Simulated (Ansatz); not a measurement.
**Alloy of ZnO and MgO (12 of 48 Zn sites exchanged), 96 atoms**

How does this alloy cell relax, and what gap do PBEsol give?

All numbers are computed with Ansatz 0.2.0 (PAW, plane waves).

### Step 1. The starting cell

96 atoms (12 Mg, 36 Zn, 48 O); a = 9.744 Å, b = 11.251 Å, c = 10.334 Å, α = 90.00°, β = 90.00°, γ = 90.00°. All atoms were shaken off their sites by about 0.02 Å along each axis.

The runs, in order: (2) PBEsol cell relaxation at the single k point (¼, ¼, ¼), on 1 × NVIDIA H100 80GB HBM3 with 4 threads of AMD EPYC 7R13.

### Step 2. PBEsol relaxation of the cell and the positions

in.yaml reads:

```yaml
crystal:
  lattice:
    - [9.743784, 0.000000, 0.000000]
    - [0.000000, 11.251152, 0.000000]
    - [0.000000, 0.000000, 10.334190]
  atoms:
    - { symbol: Mg, position: [0.168429, 0.082449, 0.245928] }
    - { symbol: Mg, position: [0.997706, 0.332853, 0.752233] }
    - { symbol: Mg, position: [0.500620, 0.082424, 0.244853] }
    - { symbol: Mg, position: [0.332805, 0.332696, 0.246973] }
    - { symbol: Mg, position: [0.666621, 0.331806, 0.250291] }
    - { symbol: Mg, position: [0.330055, 0.832864, 0.249109] }
    - { symbol: Mg, position: [0.831059, 0.580248, 0.746925] }
    - { symbol: Mg, position: [0.999130, 0.167306, 0.996002] }
    - { symbol: Mg, position: [0.000868, 0.664064, 0.496525] }
    - { symbol: Mg, position: [0.166948, 0.919163, 0.497066] }
    - { symbol: Mg, position: [0.498903, 0.915984, 0.502273] }
    - { symbol: Mg, position: [0.833193, 0.917776, 0.002243] }
    - { symbol: Zn, position: [0.164731, 0.083277, 0.748697] }
    - { symbol: Zn, position: [0.002217, 0.335885, 0.247585] }
    - { symbol: Zn, position: [0.501311, 0.082650, 0.748216] }
    - { symbol: Zn, position: [0.332980, 0.335246, 0.747008] }
    - { symbol: Zn, position: [0.166779, 0.582979, 0.246778] }
    - { symbol: Zn, position: [0.167199, 0.580507, 0.747912] }
    - { symbol: Zn, position: [0.002416, 0.835358, 0.248137] }
    - { symbol: Zn, position: [0.998107, 0.831373, 0.746850] }
    - { symbol: Zn, position: [0.833251, 0.082002, 0.249751] }
    - { symbol: Zn, position: [0.832641, 0.084329, 0.748133] }
    - { symbol: Zn, position: [0.666647, 0.335264, 0.750354] }
    - { symbol: Zn, position: [0.501061, 0.581996, 0.246530] }
    - { symbol: Zn, position: [0.500247, 0.584525, 0.749389] }
    - { symbol: Zn, position: [0.328607, 0.832856, 0.748245] }
    - { symbol: Zn, position: [0.835746, 0.584165, 0.247121] }
    - { symbol: Zn, position: [0.669677, 0.833106, 0.249031] }
    - { symbol: Zn, position: [0.664087, 0.832220, 0.748472] }
    - { symbol: Zn, position: [0.999866, 0.168839, 0.499604] }
    - { symbol: Zn, position: [0.332864, 0.165786, 0.501060] }
    - { symbol: Zn, position: [0.332615, 0.167770, 0.996418] }
    - { symbol: Zn, position: [0.166574, 0.419161, 0.497212] }
    - { symbol: Zn, position: [0.167703, 0.415335, 0.999372] }
    - { symbol: Zn, position: [0.003373, 0.669232, 0.999211] }
    - { symbol: Zn, position: [0.668728, 0.168203, 0.496841] }
    - { symbol: Zn, position: [0.665128, 0.163203, 0.999084] }
    - { symbol: Zn, position: [0.498953, 0.415856, 0.497098] }
    - { symbol: Zn, position: [0.499390, 0.417918, 0.000332] }
    - { symbol: Zn, position: [0.336703, 0.665700, 0.498187] }
    - { symbol: Zn, position: [0.332192, 0.666398, 0.002238] }
    - { symbol: Zn, position: [0.167523, 0.917348, 0.996538] }
    - { symbol: Zn, position: [0.836681, 0.416803, 0.498766] }
    - { symbol: Zn, position: [0.836107, 0.417739, 0.998836] }
    - { symbol: Zn, position: [0.666700, 0.664053, 0.498681] }
    - { symbol: Zn, position: [0.664914, 0.664509, 0.999393] }
    - { symbol: Zn, position: [0.497173, 0.918250, 0.995888] }
    - { symbol: Zn, position: [0.837002, 0.914524, 0.497254] }
    - { symbol: O, position: [0.997122, 0.168265, 0.189569] }
    - { symbol: O, position: [0.002558, 0.163741, 0.692644] }
    - { symbol: O, position: [0.334304, 0.167202, 0.191196] }
    - { symbol: O, position: [0.332577, 0.166591, 0.690142] }
    - { symbol: O, position: [0.165965, 0.413857, 0.191793] }
    - { symbol: O, position: [0.166132, 0.414771, 0.689953] }
    - { symbol: O, position: [0.000188, 0.671414, 0.190962] }
    - { symbol: O, position: [0.997944, 0.669058, 0.689850] }
    - { symbol: O, position: [0.663482, 0.166467, 0.187467] }
    - { symbol: O, position: [0.665822, 0.166589, 0.690619] }
    - { symbol: O, position: [0.497536, 0.417485, 0.188470] }
    - { symbol: O, position: [0.500864, 0.418666, 0.691612] }
    - { symbol: O, position: [0.333747, 0.668762, 0.189825] }
    - { symbol: O, position: [0.335333, 0.668562, 0.692440] }
    - { symbol: O, position: [0.164119, 0.917630, 0.188948] }
    - { symbol: O, position: [0.166500, 0.919154, 0.689319] }
    - { symbol: O, position: [0.834404, 0.416309, 0.188942] }
    - { symbol: O, position: [0.830607, 0.415313, 0.690246] }
    - { symbol: O, position: [0.664669, 0.668172, 0.190636] }
    - { symbol: O, position: [0.664797, 0.665554, 0.691148] }
    - { symbol: O, position: [0.501067, 0.913665, 0.191099] }
    - { symbol: O, position: [0.502369, 0.915007, 0.690687] }
    - { symbol: O, position: [0.832907, 0.916144, 0.187169] }
    - { symbol: O, position: [0.836266, 0.914539, 0.685796] }
    - { symbol: O, position: [0.165516, 0.085131, 0.437815] }
    - { symbol: O, position: [0.164614, 0.083886, 0.941627] }
    - { symbol: O, position: [0.999110, 0.336344, 0.440125] }
    - { symbol: O, position: [0.000277, 0.331651, 0.939832] }
    - { symbol: O, position: [0.496944, 0.084292, 0.438371] }
    - { symbol: O, position: [0.498850, 0.083461, 0.938739] }
    - { symbol: O, position: [0.337409, 0.333805, 0.436524] }
    - { symbol: O, position: [0.332052, 0.334743, 0.939921] }
    - { symbol: O, position: [0.167622, 0.583275, 0.442708] }
    - { symbol: O, position: [0.166013, 0.584056, 0.938983] }
    - { symbol: O, position: [0.001083, 0.832446, 0.443451] }
    - { symbol: O, position: [0.000628, 0.831757, 0.942200] }
    - { symbol: O, position: [0.832934, 0.085227, 0.437391] }
    - { symbol: O, position: [0.832005, 0.084103, 0.938066] }
    - { symbol: O, position: [0.668951, 0.332875, 0.437496] }
    - { symbol: O, position: [0.667961, 0.334244, 0.943066] }
    - { symbol: O, position: [0.501029, 0.583014, 0.441953] }
    - { symbol: O, position: [0.503126, 0.582402, 0.941438] }
    - { symbol: O, position: [0.334800, 0.834001, 0.442096] }
    - { symbol: O, position: [0.332996, 0.832541, 0.942426] }
    - { symbol: O, position: [0.833085, 0.583047, 0.439115] }
    - { symbol: O, position: [0.833814, 0.584726, 0.939583] }
    - { symbol: O, position: [0.669619, 0.835683, 0.437616] }
    - { symbol: O, position: [0.665583, 0.835196, 0.937274] }
  symmetry: { detect: false }
kpoints:
  mp_grid: { grid: [1, 1, 1], shift: [0.25, 0.25, 0.25] }
hamiltonian:
  xc: pbesol
scf:
  occupations: { method: fermi_dirac, width: 0.01 }
relax:
  f_tol: 0.03
  max_steps: 80
  escape_saddle: false
  adjacent_minimum: "off"
  cell: { fix: [alpha, beta, gamma] }
output:
  forces: true
  eigenvalues: true
  populations: true
  write_density: true
  write_potential: true
  elf: true
  volumetric_format: npy
```

On the command line:

```sh
$ ansatz run in.yaml --threads 4 --pin off --max-ram 42750MiB --runs-dir r --events-out ev --progress --plain --backend cuda --devices 0, --max-vram 37GiB
```

Log:

```text
Pseudopotentials: kind: paw
Functional definition: PBEsol
  exchange = pbesol_x
  correlation = pbesol_c
Crystal: 96 atoms, lattice volume = 1132.925 Å³
Basis set: ecut = 420 eV, 22207 PW (Γ), exchange–correlation on 144×160×144 points (8 copies of the dense FFT grid, shifted against one another)
Bands: 516, of which v1, the nominal top of the filled ones, is band 420 counted from 1 (419 counted from 0)
Symmetry: 1 space group operations
k-points: 1
Non-local potential: Mg, projectors of the file, l = 0: 3, l = 1: 2, l = 2: 1
Non-local potential: Zn, projectors of the file, l = 0: 2, l = 1: 2, l = 2: 3, l = 3: 1
Non-local potential: O, projectors of the file, l = 0: 2, l = 1: 2, l = 2: 1
PAW form: soft (Blöchl's): semilocal exchange-correlation on the pseudo side does not see the compensation charge
PAW frozen core: Mg, regenerated for the run's functional, and the local potential with it (the file was generated under x = pbe(κ = 0.804, μ = 0.2195149727645171), c = pbe(β = 0.06672455060314922))
PAW frozen core: Zn, regenerated for the run's functional, and the local potential with it (the file was generated under x = pbe(κ = 0.804, μ = 0.2195149727645171), c = pbe(β = 0.06672455060314922))
PAW frozen core: O, regenerated for the run's functional, and the local potential with it (the file was generated under x = pbe(κ = 0.804, μ = 0.2195149727645171), c = pbe(β = 0.06672455060314922))
PAW one-centre angular grid: Mg, 110 points (default); XC on 64 Gauss nodes
PAW one-centre angular grid: Zn, 590 points (default); XC on 64 Gauss nodes
PAW one-centre angular grid: O, 110 points (default); XC on 64 Gauss nodes
Initial density: superposition of atomic densities (neutral atoms: chi_scale 0, normalization atom), corrected by the library's trained network
Initial wavefunctions: pseudopotential atomic-orbital guess
Functional: x = pbesol(κ = 0.804, μ = 0.12345679012345678), c = pbesol(β = 0.046)
SCF iter   1: F=—  HF=-168024.670636 eV  |F-HF|=—  |Δ(HF+E_count)|=         —  Δρ=1.54e-2  dr2=2.21e0  ethr=1.77e-3  ⟨swp⟩=6.0  Hψ=2138  notcnv=0  defer=1
preconditioner: auto → Resta (q_TF=auto, 2.596 Å⁻¹)  ε∞=6.5  [insulator: Δε(μ)=2.088 eV  Ē_g=12.810 eV  σ=0.010 eV  W_gap=1.00  n_scr=336 (ndim 8)  ℏωp=30.1 eV  f_vac=0.037  D(μ)=0.00/eV (n_scr^D=0)  ε∞_Penn≈6.5]
SCF iter   2: F=—  HF=-168024.066354 eV  |F-HF|=—  |Δ(HF+E_count)|=   6.04e-1  Δρ=2.24e-3  dr2=3.07e-2  ethr=2.63e-4  ⟨swp⟩=3.0  Hψ=970  notcnv=0  defer=92
SCF iter   3: F=—  HF=-168024.066104 eV  |F-HF|=—  |Δ(HF+E_count)|=   2.50e-4  Δρ=1.18e-3  dr2=1.43e-2  ethr=3.66e-6  ⟨swp⟩=2.0  Hψ=836  notcnv=0  defer=92
SCF iter   4: F=—  HF=-168024.067980 eV  |F-HF|=—  |Δ(HF+E_count)|=   1.88e-3  Δρ=4.45e-4  dr2=2.37e-3  ethr=1.70e-6  ⟨swp⟩=3.0  Hψ=754  notcnv=0  defer=92
SCF iter   5: F=—  HF=-168024.062878 eV  |F-HF|=—  |Δ(HF+E_count)|=   5.10e-3  Δρ=1.60e-4  dr2=3.44e-4  ethr=2.82e-7  ⟨swp⟩=2.0  Hψ=844  notcnv=0  defer=92
SCF iter   6: F=—  HF=-168024.062876 eV  |F-HF|=—  |Δ(HF+E_count)|=   1.67e-6  Δρ=7.53e-5  dr2=5.06e-5  ethr=4.10e-8  ⟨swp⟩=2.0  Hψ=748  notcnv=0  defer=92
SCF iter   7: F=—  HF=-168024.067074 eV  |F-HF|=—  |Δ(HF+E_count)|=   4.20e-3  Δρ=3.37e-5  dr2=1.08e-5  ethr=6.03e-9  ⟨swp⟩=2.0  Hψ=831  notcnv=0  defer=92
SCF iter   8: F=—  HF=-168024.067073 eV  |F-HF|=—  |Δ(HF+E_count)|=   5.77e-7  Δρ=9.71e-6  dr2=1.05e-6  ethr=1.29e-9  ⟨swp⟩=2.0  Hψ=795  notcnv=0  defer=92
SCF iter   9: F=—  HF=-168024.067074 eV  |F-HF|=—  |Δ(HF+E_count)|=   1.20e-6  Δρ=4.23e-6  dr2=2.00e-7  ethr=1.25e-10  ⟨swp⟩=2.0  Hψ=826  notcnv=0  defer=92
SCF iter  10: F=-168024.067074 eV  HF=-168024.067074 eV  |F-HF|=7.44e-8  |Δ(HF+E_count)|=   2.40e-8  Δρ=3.16e-6  dr2=8.87e-8  ethr=1.19e-11  ⟨swp⟩=17.0  Hψ=5827  notcnv=0
SCF 1 converged in 10 iterations: F = -168024.067074 eV  dr2 = 8.87e-8
relax step   1: F+E_penalty+E_count = -168024.06707408 eV  Δ(F+E_penalty+E_count) = +0.000e0 eV  max|allowed force component| = 8.428e-1 eV/Å  Δτ_max = 0.0000 Å  P = +0.224 GPa  Ω = 1132.925 Å³  fix = [alpha, beta, gamma]  reactions: alpha -0.038, beta +0.072, gamma -0.029 GPa/rad  (10 SCF iters, dr2 threshold 1.00e-7 eV, accepted)
[... 13 lines left out ...]
relax step   2: F+E_penalty+E_count = -168024.42943689 eV  Δ(F+E_penalty+E_count) = -3.624e-1 eV  max|allowed force component| = 5.462e-1 eV/Å  Δτ_max = 0.0308 Å  P = +0.088 GPa  Ω = 1133.228 Å³  energy of the carried Pulay correction = -1.331e-3 eV  fix = [alpha, beta, gamma]  reactions: alpha -0.016, beta +0.056, gamma -0.023 GPa/rad  (6 SCF iters, dr2 threshold 9.60e-6 eV, accepted)
[... 4 lines left out ...]
relax step   3: F+E_penalty+E_count = -168024.69548219 eV  Δ(F+E_penalty+E_count) = -2.660e-1 eV  max|allowed force component| = 4.788e-2 eV/Å  Δτ_max = 0.0440 Å  P = +0.008 GPa  Ω = 1133.034 Å³  energy of the carried Pulay correction = -4.809e-4 eV  fix = [alpha, beta, gamma]  reactions: alpha +0.076, beta +0.024, gamma -0.004 GPa/rad  (7 SCF iters, dr2 threshold 9.60e-6 eV, accepted)
[... 11 lines left out ...]
relax step   4: F+E_penalty+E_count = -168024.69814709 eV  Δ(F+E_penalty+E_count) = -2.665e-3 eV  max|allowed force component| = 4.005e-3 eV/Å  Δτ_max = 0.0083 Å  P = +0.004 GPa  Ω = 1133.038 Å³  energy of the carried Pulay correction = -4.990e-4 eV  fix = [alpha, beta, gamma]  reactions: alpha +0.080, beta +0.024, gamma -0.005 GPa/rad  (7 SCF iters, dr2 threshold 1.43e-7 eV, accepted)
[... 9 lines left out ...]
relax step   5: F+E_penalty+E_count = -168024.70184324 eV  Δ(F+E_penalty+E_count) = -3.696e-3 eV  max|allowed force component| = 4.018e-3 eV/Å  Δτ_max = 0.0000 Å  P = +0.009 GPa  Ω = 1133.038 Å³  fix = [alpha, beta, gamma]  reactions: alpha +0.073, beta +0.031, gamma +0.003 GPa/rad  stress off target by 4.86e-2 GPa on what of the cell is left free  SCF on the basis re-selected at this cell (its en [...]
SCF converged after 6 iterations
Free energy (F): -168024.701843 eV
Harris-Foulkes:  -168024.701843 eV  (|F-HF|=5.82e-10)
Internal energy: -168024.701843 eV  (E = F + TS)
E sigma→0 (E₀):  -168024.701843 eV
Fermi energy:    7.700288 eV
--- Per-component energies (eV) ---
  E_band       = -2896.501930
  E_kinetic    = 14036.600831
  E_local      = -94541.606548  (includes V_loc(G=0)·N_el)
  E_nonlocal   = 25810.857690
  E_hartree    = 37558.691116
  E_xc         = -8708.913097
  E_vxc        = -6806.870601  (∫ρ·V_xc dr)
  E_paw        = -75294.507324  (= ΣΔE_a)
  E_vpaw       = -16512.975295  (= ΣTr[D̂ρ^β])
  E_aug_tail   = 0.105792  (compensation charges beyond the density's cutoff)
  E_ewald      = -66917.035248
  E_core_change = 31.104944  (= ΣΔE_core)
  E_smearing   = -0.000000  (= −TS)
  E_closure    = -0.000000  (closes the sum)
  Σ components = -168024.701843   (vs F -168024.701843, Δ=0.00e0)
--- Forces (eV/Å), atoms counted from 1 ---
  atom   1  Mg     0.00049446    -0.00124734    -0.00094428
  atom   2  Mg    -0.00015902    -0.00134073    -0.00256394
[... 1 atom left out ...]
  atom   4  Mg     0.00238065    -0.00303414    -0.00171297
[... 42 atoms left out ...]
  atom  47  Zn     0.00154161     0.00096663     0.00328251
[... 1 atom left out ...]
  atom  49  O      0.00063199     0.00350838    -0.00063694
[... 2 atoms left out ...]
  atom  52  O     -0.00132553     0.00316546    -0.00254654
[... 2 atoms left out ...]
  atom  55  O      0.00077371    -0.00351072     0.00047894
[... 11 atoms left out ...]
  atom  67  O     -0.00038952    -0.00401800    -0.00100689
[... 20 atoms left out ...]
  atom  88  O      0.00150337     0.00313509     0.00181399
[... 2 atoms left out ...]
  atom  91  O     -0.00148501    -0.00325505     0.00094732
[... 5 atoms left out ...]
  max |Σ_I F_I| component: 5.09e-5 eV/Å
--- Stress (GPa, compression-positive) ---
       -0.015628      -0.002852      -0.030695
       -0.002852      -0.004855      -0.072968
       -0.030695      -0.072968       0.048642
  P = ⅓ Tr σ = 0.0094 GPa (0.094 kbar)
--- Band table (eV) ---
  k-point 0: bands = [... 408 lower levels ..., "6.1249", "6.1402", "6.1548", "6.1891", "6.2605", "6.3134", "6.3504", "6.3700", "6.4036", "6.4099", "6.5612", "6.6066", "8.7939", "9.8714", "10.0361", "10.1761", "10.7604", "10.9119", "11.0242", "11.2673", "11.4933", "11.5610", "11.7992", "11.9167", ... 84 higher levels ...]
--- Relaxed structure (4 steps of the walk, 4 accepted, 1 SCFs on fresh bases) ---
  F+E_penalty+E_count = -168024.70184324 eV   max|allowed force component| = 4.018e-3 eV/Å   (the final SCF, on the basis selected at the relaxed cell)
  cell:  # Å, volume = 1133.0384 Å³
    - [9.724792598783214, -1.286515293143848e-112, 2.604100115240473e-144]
    - [-1.4855398183586575e-112, 11.232454938157485, -1.8131028558191785e-145]
    - [2.7618905930095475e-144, -1.6653360830586944e-145, 10.37264724974461]
  atoms:
    - { symbol: Mg, position: [0.16548835415440333, 0.08510451372044442, 0.24781121184262359] }
    - { symbol: Mg, position: [1.0002596518630815, 0.3338904264760726, 0.7455675137095846] }
[... 94 atoms left out ...]
--- Löwdin populations: 96 sites ---
  site symbol       q [e]
     0     Mg      8.4634
     1     Mg      8.4592
[... 94 atoms left out ...]
  spilling = 0.009778 (of n_electrons = 840.000000)
```

Wall time 10 s (1 × NVIDIA H100 80GB HBM3 with 4 threads of AMD EPYC 7R13, shared host); peak host memory 1.6 GiB.

The walk (solves on a freshly chosen basis count as rows, and their energies jump a little):

```csv
accepted step,energy change (eV),largest force component (eV/Å),SCF cycles,pressure (GPa)
1,0.000,0.843,10,0.22
2,-0.362,0.546,6,0.09
3,-0.628,0.048,7,0.01
4,-0.631,0.004,7,0.00
5,-0.635,0.004,6,0.01
```

Largest shifts, less the median shift:

```csv
atom,shift (Å),dx,dy,dz
Mg2,0.076,0.025,0.013,-0.070
Zn47,0.069,0.031,-0.034,0.051
O72,0.063,-0.030,0.011,0.055
Zn26,0.058,0.047,0.014,0.031
Mg5,0.057,0.027,0.032,-0.038
Zn43,0.056,-0.054,-0.010,0.010
Mg12,0.055,-0.011,-0.014,-0.052
Mg7,0.053,0.009,0.051,0.011
```

|  | before | after | change |
| --- | --- | --- | --- |
| a (Å) | 9.744 | 9.725 | -0.19 % |
| b (Å) | 11.251 | 11.232 | -0.17 % |
| c (Å) | 10.334 | 10.373 | +0.37 % |
| volume (Å³/atom) | 11.801 | 11.802 | +0.01 % |

Bond lengths by pair after relaxation (within a distance cut, which drops stretched bonds):

```csv
pair,count,mean (Å),spread (Å),least,most
Mg–O,48,1.970,0.006,1.959,1.984
O–Zn,144,1.973,0.007,1.960,1.990
```

Top filled level 6.607 eV, lowest empty level 8.794 eV: 2.19 eV apart at the single k point (¼, ¼, ¼).

Density in a lattice plane of the grid's cell (edges 11.23 and 10.37 Å, at 0.000 of the third edge), which holds Mg and Zn and O.

Ten even steps from ' ' (0.02 e/Å³) to '@' (42.26 e/Å³):
```
                ..                      ..      
                                                
                                                
                --                      ==      
        ..      ==              ..      ==      
        ..                      ..              
                                                
                                                
      ..@@..                  ..**..            
                ..                      ..      
                                                
                                                
                ==                      ==      
        ..      ==              ..      ==      
        ..                      ..              
                                                
                                                
      ..**..                  ..@@..            
```
Columns run along the first of these edges and rows up along the second, over one cell in 24 and 18 even steps from the bottom left corner. Atoms in the plane (fractional): Mg at (0.33, 0.75), Mg at (0.17, 1.00), Mg at (0.67, 0.50), Zn at (0.33, 0.25), Zn at (0.84, 0.25), Zn at (0.83, 0.75), Zn at (0.17, 0.50), Zn at (0.67, 0.00), O at (0.17, 0.19), O at (0.17, 0.69), O at (0.67, 0.19), O at (0.67, 0.69), O at (0.33, 0.44), O at (0.33, 0.94), O at (0.83, 0.44), O at (0.83, 0.94).

ELF in the same plane.

Ten even steps from ' ' (0.00) to '@' (0.84):
```
      ..==::**@@--%%##..    ....  ..==@@--@@##..
            ##@@@@@@**..      ......==@@@@@@++  
            ..::::::..              ..::::::..  
    ::++##**..======        ::**##++..      ::  
  ..**@@##@@====--==      ..**@@##@@--      ..  
  ..##@@**@@##  ..        ..##@@++@@++..::....  
    ::++**++::              ==%%@@%%--          
    ....  ....::--::..        ..--..  ::--::..  
  ..::      ::@@@@@@==..      ==::==::@@@@@@++..
    ....  ..==@@--%%##..      ::==::**@@--@@##..
      ......==@@@@@@==              **@@@@@@++..
            ....::....              ..::::::..  
    ::**##++..      ::      ::++##++..      ::..
  ..**@@##@@--      ..    ..**@@##@@--      ..  
  ..##@@**@@++..::....      **@@**@@++..::....  
    ==%%%%%%--              ::++**++::          
      ..--..  ::::..        ....  ......::::..  
      ==::==..@@@@%%==      ::      ::%%@@@@++..
```
Columns run along the first of these edges and rows up along the second, over one cell in 24 and 18 even steps from the bottom left corner. Atoms in the plane (fractional): Mg at (0.33, 0.75), Mg at (0.17, 1.00), Mg at (0.67, 0.50), Zn at (0.33, 0.25), Zn at (0.84, 0.25), Zn at (0.83, 0.75), Zn at (0.17, 0.50), Zn at (0.67, 0.00), O at (0.17, 0.19), O at (0.17, 0.69), O at (0.67, 0.19), O at (0.67, 0.69), O at (0.33, 0.44), O at (0.33, 0.94), O at (0.83, 0.44), O at (0.83, 0.94).

Both are smooth fields of the valence electrons: close to the nuclei they are not physical.

Maxima of ELF outside the ion cores: 0.87 on the O–Mg line, 0.7 Å from O; 0.86 in the shell around O, 0.6 Å from O; 0.84 beside O, off the lines to its neighbours, 0.7 Å from O.

### Step 3. Summary of results

| level | time | top filled to lowest empty (eV) |
| --- | --- | --- |
| PBEsol, relaxation | 10 s (GPU) | 2.19 |

```
     quantity                                                                        value
   relaxation                                             5 recorded steps, 0.63 eV gained
largest shift                                                                 0.08 Å (Mg2)
 relaxed cell  a = 9.725 Å, b = 11.232 Å, c = 10.373 Å, α = 90.00°, β = 90.00°, γ = 90.00°
   mean bonds                                                     Mg–O 1.970, O–Zn 1.973 Å
```

The relaxation lowers the energy by 0.63 eV; the largest shift is 0.08 Å (Mg2), while the volume changes by +0.0 %. The mean lengths differ by only 0.00 Å, over all coordinations together. With one k point the spacing samples only the states that fold onto it, so it can exceed the gap over the zone.
